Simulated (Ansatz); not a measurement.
# C3H9GaGe: how energies converge with the basis set

An exercise on one series of results from a longer session: the logs are not shown, and one member is left open.

Program: Ansatz 0.2.0, Gaussian basis. Level of theory: one geometry, several basis sets. These are calculated values, not measurements.

The runs, in order: PBE0-D4/def2-SVP; ωB97M-V/def2-SVP; PBE0-D4/def2-QZVPP; ωB97M-V/def2-QZVPP; the functionals' def2-TZVPP values are taken from earlier runs.

## Structure used throughout

The geometry comes from an earlier relaxation with PBE0-D4 in a triple-zeta def2 set; it is a stationary point, not always the lowest conformer.

SMILES `[GaH2][C]1([GeH3])CC1`, 14 atoms, charge 0, spin multiplicity 1.

Atoms are counted from 1 here; the program's logs count them from 0.

Bond lengths: Ga1–C2 1.949 Å, Ga1–H6 1.570 Å, Ga1–H7 1.575 Å, C2–Ge3 1.937 Å, C2–C4 1.523 Å, C2–C5 1.523 Å, Ge3–H8 1.541 Å, Ge3–H9 1.545 Å, Ge3–H10 1.541 Å, C4–C5 1.481 Å, C4–H11 1.085 Å, C4–H12 1.085 Å, C5–H13 1.085 Å, C5–H14 1.085 Å. Angles: C2–Ga1–H6 122.3°, C2–Ga1–H7 116.3°, H6–Ga1–H7 121.4°, Ga1–C2–Ge3 119.0°, Ga1–C2–C4 116.1°, Ga1–C2–C5 116.1°, Ge3–C2–C4 116.5°, Ge3–C2–C5 116.5°, C4–C2–C5 58.2°, C2–Ge3–H8 110.9°, C2–Ge3–H9 108.9°, C2–Ge3–H10 110.9°, H8–Ge3–H9 108.8°, H8–Ge3–H10 108.4°, H9–Ge3–H10 108.8°, C2–C4–C5 60.9°, C2–C4–H11 117.7°, C2–C4–H12 118.6° and more.

The first run:

File in.yaml:

```yaml
crystal:
  periodic: [false, false, false]
  atoms:
    - {symbol: Ga, position_ang: [-1.384366, 1.513349, -0.341850]}
    - {symbol: C, position_ang: [-0.088714, 0.090715, -0.030092]}
    - {symbol: Ge, position_ang: [0.894040, 0.065993, 1.639240]}
    - {symbol: C, position_ang: [-0.416492, -1.262595, -0.646899]}
    - {symbol: C, position_ang: [0.644440, -0.430126, -1.259155]}
    - {symbol: H, position_ang: [-1.660590, 2.642073, 0.713357]}
    - {symbol: H, position_ang: [-2.148009, 1.473423, -1.719320]}
    - {symbol: H, position_ang: [1.724542, 1.352815, 1.807005]}
    - {symbol: H, position_ang: [1.849583, -1.148067, 1.640297]}
    - {symbol: H, position_ang: [-0.064429, -0.054405, 2.839505]}
    - {symbol: H, position_ang: [-0.114960, -2.151724, -0.102409]}
    - {symbol: H, position_ang: [-1.352353, -1.376210, -1.184368]}
    - {symbol: H, position_ang: [0.442342, 0.032171, -2.219908]}
    - {symbol: H, position_ang: [1.674945, -0.747401, -1.135402]}
basis:
  gaussian: {orbitals: def2-SVP}
hamiltonian: {xc: pbe0, dispersion: d4}
output: {orbitals: {seedname: orbitals}}
```

On the command line:

```
$ ansatz run in.yaml --threads 2 --pin off --events-out ev --progress --plain --max-ram 32768MiB --backend cpu
```

Among the steps run: PBE0-D4 in def2-SVP; ωB97M-V in def2-SVP; PBE0-D4 in def2-QZVPP; ωB97M-V in def2-QZVPP.

One of the session's tables, all rows but one given; the rest of the session is left out.

It belongs to the step «Functionals by basis». 

```
functional       basis  HOMO (eV)  LUMO (eV)
   PBE0-D4    def2-SVP      -7.53      -1.44
   PBE0-D4  def2-TZVPP      -7.52      -1.48
   PBE0-D4  def2-QZVPP          ?          ?
   ωB97M-V    def2-SVP      -9.64       0.25
   ωB97M-V  def2-TZVPP      -9.66       0.16
   ωB97M-V  def2-QZVPP      -9.66      -0.02
```

**Question.** Estimate the row for PBE0-D4, def2-QZVPP.

**Answer.** HOMO (eV): -7.53; LUMO (eV): -1.52.
